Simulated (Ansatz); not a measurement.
This was printed by a script on Ansatz 0.2.0, Python API, for a single point in a Gaussian basis of C3H10BN, SMILES CBN(C)C. What did the script look like? Settings: revpbe0, 6-31G* basis, multiplicity 1.

```xyz
15

C    -1.8858    0.1530   -0.5192
B    -0.5042   -0.3007   -1.0276
N     0.7904    0.1012   -0.3495
C     1.5243   -1.0850    0.2417
C     0.6382    1.1182    0.6839
H    -2.7205   -0.2327   -1.1755
H    -2.0750   -0.1215    0.5213
H    -1.9609    1.3202   -0.6063
H    -0.4552   -1.0217   -1.9050
H     1.6595   -1.8481   -0.5229
H     0.7939   -1.5544    1.0492
H     2.4482   -0.8225    0.7174
H     0.1423    2.0701    0.2448
H    -0.0364    0.7697    1.5470
H     1.6194    1.4035    1.1297
```

```console
$ python energy_c3h10bn.py
converged              True
free_energy_ev         -5437.9400977530795
reference_energy_ev    -5437.9400977530795
n_frozen               0
n_occupied             [20, 20]
n_virtual              [75, 75]
```

One script that gives this output:

Script `energy_c3h10bn.py`:
```python
# -*- coding: utf-8 -*-
"""Single point of C3H10BN in a Gaussian basis."""

import ansatz as az

GEOMETRY = """
C    -1.88580    0.15300   -0.51920
B    -0.50420   -0.30070   -1.02760
N     0.79040    0.10120   -0.34950
C     1.52430   -1.08500    0.24170
C     0.63820    1.11820    0.68390
H    -2.72050   -0.23270   -1.17550
H    -2.07500   -0.12150    0.52130
H    -1.96090    1.32020   -0.60630
H    -0.45520   -1.02170   -1.90500
H     1.65950   -1.84810   -0.52290
H     0.79390   -1.55440    1.04920
H     2.44820   -0.82250    0.71740
H     0.14230    2.07010    0.24480
H    -0.03640    0.76970    1.54700
H     1.61940    1.40350    1.12970
"""


def main():
    system = az.Crystal.molecule()
    for line in GEOMETRY.strip().splitlines():
        symbol, *xyz = line.split()
        system = system.atom(symbol, [float(v) for v in xyz])

    job = (
        system.calculation()
        .basis(gaussian="6-31G*")
        .functional("REVPBE0")
    )
    done = job.run(threads=1)
    data = done.report

    for key in ("converged", "free_energy_ev", "reference_energy_ev", "n_frozen", "n_occupied", "n_virtual"):
        print(f"{key:22s} {data[key]}")


if __name__ == "__main__":
    main()
```

What to keep in mind:
- Total energies depend on the basis set; only differences at equal settings carry meaning.
- The geometry is a force-field or estimated start, not a minimum of this method, and the basis set is short of its limit.
- Timing: 3.7 s on 1 thread of Arm Neoverse V1, on a shared host, peak memory 0.24 GiB.
